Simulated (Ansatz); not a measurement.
# C₃H₈ClNSi: one species, many methods

The task here is to estimate one member of a computed series from the others.

Method: functionals in def2-TZVPP, the program's frozen cores in correlated methods; program: Ansatz 0.2.0, Gaussian basis.

Plan: LDA (SPW92), PBE-D4, revPBE-D4, BLYP-D4, r2SCAN-D4, B97M-V, PBE0-D4, B3LYP-D4, r2SCANh-D4, r2SCAN0-D4, HSE06-D4, BHLYP-D4, CAM-B3LYP-D4, LC-ωPBE, ωB97X-V, ωB97M-V, B2PLYP, PBE-QIDH; CCSD(T)/def2-SVP; CCSD(T)/def2-TZVPP; MP2/def2-QZVPP; extrapolation to the limit; RPA on PBE.

### The geometry

All runs share one geometry, relaxed beforehand with PBE0-D4 in a triple-zeta def2 set.

SMILES `C=CN(C)[SiH2]Cl`, 14 atoms, charge 0, spin multiplicity 1.

Atoms are counted from 1 here; the program's logs count them from 0.

Bond lengths: C1–C2 1.333 Å, C1–H7 1.082 Å, C1–H8 1.081 Å, C2–N3 1.385 Å, C2–H9 1.087 Å, N3–C4 1.447 Å, N3–Si5 1.715 Å, C4–H10 1.091 Å, C4–H11 1.096 Å, C4–H12 1.095 Å, Si5–Cl6 2.063 Å, Si5–H13 1.478 Å, Si5–H14 1.478 Å. Angles: C2–C1–H7 123.1°, C2–C1–H8 119.4°, H7–C1–H8 117.5°, C1–C2–N3 126.7°, C1–C2–H9 119.6°, N3–C2–H9 113.7°, C2–N3–C4 117.3°, C2–N3–Si5 121.4°, C4–N3–Si5 120.3°, N3–C4–H10 109.9°, N3–C4–H11 111.5°, N3–C4–H12 110.4°, H10–C4–H11 108.4°, H10–C4–H12 108.3°, H11–C4–H12 108.3°, N3–Si5–Cl6 113.2°, N3–Si5–H13 108.6°, N3–Si5–H14 107.9° and more.

The first run:

in.yaml

```yaml
crystal:
  periodic: [false, false, false]
  atoms:
    - {symbol: C, position_ang: [-0.208112, -2.182061, -0.046786]}
    - {symbol: C, position_ang: [-0.620399, -0.977632, 0.349736]}
    - {symbol: N, position_ang: [-0.125376, 0.245999, -0.070213]}
    - {symbol: C, position_ang: [0.960622, 0.230025, -1.026040]}
    - {symbol: Si, position_ang: [-0.562879, 1.705539, 0.717783]}
    - {symbol: Cl, position_ang: [0.734531, 2.233027, 2.232524]}
    - {symbol: H, position_ang: [0.601624, -2.327803, -0.749222]}
    - {symbol: H, position_ang: [-0.696810, -3.064076, 0.342246]}
    - {symbol: H, position_ang: [-1.434674, -0.897224, 1.064847]}
    - {symbol: H, position_ang: [1.230314, 1.251308, -1.299075]}
    - {symbol: H, position_ang: [1.848412, -0.263835, -0.615934]}
    - {symbol: H, position_ang: [0.660727, -0.301663, -1.934637]}
    - {symbol: H, position_ang: [-0.506780, 2.807640, -0.265353]}
    - {symbol: H, position_ang: [-1.894001, 1.511556, 1.329023]}
basis:
  gaussian: {orbitals: def2-TZVPP}
hamiltonian: {xc: lda}
output: {orbitals: {seedname: orbitals}}
```

On the command line:

```sh
$ ansatz run in.yaml --threads 2 --pin off --events-out ev --progress --plain --max-ram 31744MiB --backend cpu
```

Among the steps run: LDA; PBE-D4 (GGA); revPBE-D4 (GGA); BLYP-D4 (GGA); r2SCAN-D4 (meta-GGA); B97M-V (meta-GGA); PBE0-D4 (hybrid); B3LYP-D4 (hybrid); r2SCANh-D4 (hybrid); r2SCAN0-D4 (hybrid); HSE06-D4 (hybrid); BHLYP-D4 (hybrid); CAM-B3LYP-D4 (range-separated); LC-ωPBE (range-separated); ωB97X-V (range-separated); ωB97M-V (range-separated); B2PLYP (double hybrid); PBE-QIDH (double hybrid).

One of the session's tables, all rows but one given; the rest of the session is left out.

It belongs to the step «Frontier levels by functional». 

| functional | HOMO (eV) | LUMO (eV) | gap (eV) |
| --- | --- | --- | --- |
| LDA (SPW92) | -5.47 | -0.82 | 4.65 |
| PBE-D4 | -5.28 | -0.55 | 4.73 |
| revPBE-D4 | -5.21 | -0.45 | 4.77 |
| BLYP-D4 | -5.12 | -0.40 | 4.72 |
| r2SCAN-D4 | -5.46 | -0.25 | 5.21 |
| B97M-V | -5.52 | -0.27 | 5.25 |
| PBE0-D4 | -6.36 | 0.39 | 6.76 |
| B3LYP-D4 | -6.15 | 0.18 | 6.33 |
| r2SCANh-D4 | -5.87 | 0.09 | 5.96 |
| r2SCAN0-D4 | -6.50 | 0.59 | 7.08 |
| HSE06-D4 | -5.97 | 0.02 | 5.98 |
| BHLYP-D4 | -7.32 | 1.37 | 8.69 |
| CAM-B3LYP-D4 | -7.64 | 1.45 | 9.08 |
| LC-ωPBE | -8.96 | 2.61 | 11.57 |
| ωB97X-V | ? | ? | ? |
| ωB97M-V | -8.54 | 2.21 | 10.75 |

**Question.** Estimate the row for ωB97X-V.

The run gave: HOMO (eV): -8.61; LUMO (eV): 2.48; gap (eV): 11.10. In the column «HOMO (eV)» it lies between LC-ωPBE (-8.96) and ωB97M-V (-8.54).
